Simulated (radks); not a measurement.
# Ir³⁺ in [Xe] 4f14 5d6: an all-electron calculation

Wanted: eigenvalues, radial structure and energy terms of the iridium ion Ir3+.

Program: radks (a radial shooting solver on a logarithmic mesh, Libxc functionals) version 1. Level of theory: Dirac Kohn-Sham, PW91, spin-unpolarised, spherical densities, finite nucleus; open shells are shared between the two j in proportion to 2j + 1. These are calculated values, not measurements, unless marked.

### Step 1. The atom as given

```
element            : iridium (Z = 77)
charge             : +3
electrons          : 74
configuration      : [Xe] 4f14 5d6
nuclear rms radius : 5.4032 fm
```

The outer shells:

Ir³⁺
```
[Xe] core
4f [↑↓][↑↓][↑↓][↑↓][↑↓][↑↓][↑↓]
5d [↑↓][↑ ][↑ ][↑ ][↑ ]
```

### Step 2. The run

Input:

```text
Z 77
configuration [Xe] 4f14 5d6 6s0 6p0 5f0 6d0
relativity Dirac
functional pw91,pw91
spin unpolarised
j_filling average
nucleus finite rms 5.4032 fm
c 137.035999084
```

Command:

```console
> python run_ks.py task.json out
```

This one command runs every case of the session in turn.

Q: Predict the outcome of this run.

**Answer**, as computed:

| quantity | value |
| --- | --- |
| total energy | -17854.1510 hartree |
| exchange-correlation share of it | 1.96 % |
| −T/E | 1.1389 |
| highest occupied level | 5d5/2, -36.365 eV |
| most extended occupied level | 5d5/2, <r> = 1.57 bohr |
| radius at density 0.001 e/bohr³ | 3.38 bohr |
| maxima of the radial density | 4 |
| ionisation energy, NIST | 40 (theory) eV |

The radial density shows 4 maxima for 5 occupied principal shells; where shells overlap, one shows as a shoulder or not at all. Relativity lifts −T/E to 1.139. Minus the highest eigenvalue, 36.365 eV, is 91 % of the tabulated ionisation energy (40 eV). Spin polarisation and multiplet splitting are left out. Sharing an open shell by 2j + 1 raises it above the true ground level by a part of the spin-orbit splitting, which enters the differences from NIST.
